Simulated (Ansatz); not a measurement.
# CdTeO4: the cost of one run

Program: Ansatz 0.2.0. Level of theory: DFT PBE, scalar-relativistic, plane waves, PAW. These are calculated values, not measurements.

## Step 1: The structure to begin with

The structure is cubic, space group F-43m (No. 216). The conventional cell has a = 7.105 Å, b = 7.105 Å, c = 7.105 Å, α = 90.00°, β = 90.00°, γ = 90.00°. Cd (site symmetry -43m) is surrounded by 12 O at 2.94 Å and 4 Te at 3.08 Å. Te (site symmetry -43m) is surrounded by 12 O at 2.95 Å and 4 Cd at 3.08 Å. O (site symmetry 3m) has 6 O at 2.50 to 2.52 Å and 3 Cd at 2.94 Å in its first shell of neighbours.

Structure file:

```
Cd Te O
1.0
     0.00000    3.55267    3.55267
     3.55267    0.00000    3.55267
     3.55267    3.55267    0.00000
Cd Te O
1 1 4
Direct
  0.75000 0.75000 0.75000
  0.00000 0.00000 0.00000
  0.87339 0.37554 0.37554
  0.37554 0.37554 0.37554
  0.37554 0.87339 0.37554
  0.37554 0.37554 0.87339
```

Recipe of the guess: species swapped into a database cell of SmInPt4 (F-43m, No. 216), with Te on the Sm sites, Cd on the In sites and O on the Pt sites. Lengths come from tabulated atomic sizes and are only a guess.

## Step 2: The guess as it stands, on a coarse mesh

Input file input.yaml:

```yaml
crystal:
  lattice:
    - [0.0, 3.55267427, 3.55267427]
    - [3.55267427, 0.0, 3.55267427]
    - [3.55267427, 3.55267427, 0.0]
  atoms:
    - { symbol: Cd, position: [0.75, 0.75, 0.75] }
    - { symbol: Te, position: [0.0, 0.0, 0.0] }
    - { symbol: O, position: [0.87338996, 0.37553668, 0.37553668] }
    - { symbol: O, position: [0.37553668, 0.37553668, 0.37553668] }
    - { symbol: O, position: [0.37553668, 0.87338996, 0.37553668] }
    - { symbol: O, position: [0.37553668, 0.37553668, 0.87338996] }
basis:
  ecutwfc: 420
kpoints:
  mp_grid: { grid: [4, 4, 4] }
hamiltonian:
  xc: pbe
scf:
  occupations: { method: gaussian, width: 0.1 }
  lower_state_search: "off"
output:
  forces: true
  stress: true
  eigenvalues: true
```

Launch:

```bash
ansatz run input.yaml --threads 1 --pin off --max-ram 2560MiB --backend cpu --events-out ev --progress --plain --runs-dir out
```

Q: Estimate wall time and peak memory on 1 thread of Intel Xeon at 2.50GHz (Skylake/Cascade Lake), shared host.

About 4.8 s, with a peak of 0.35 GiB.
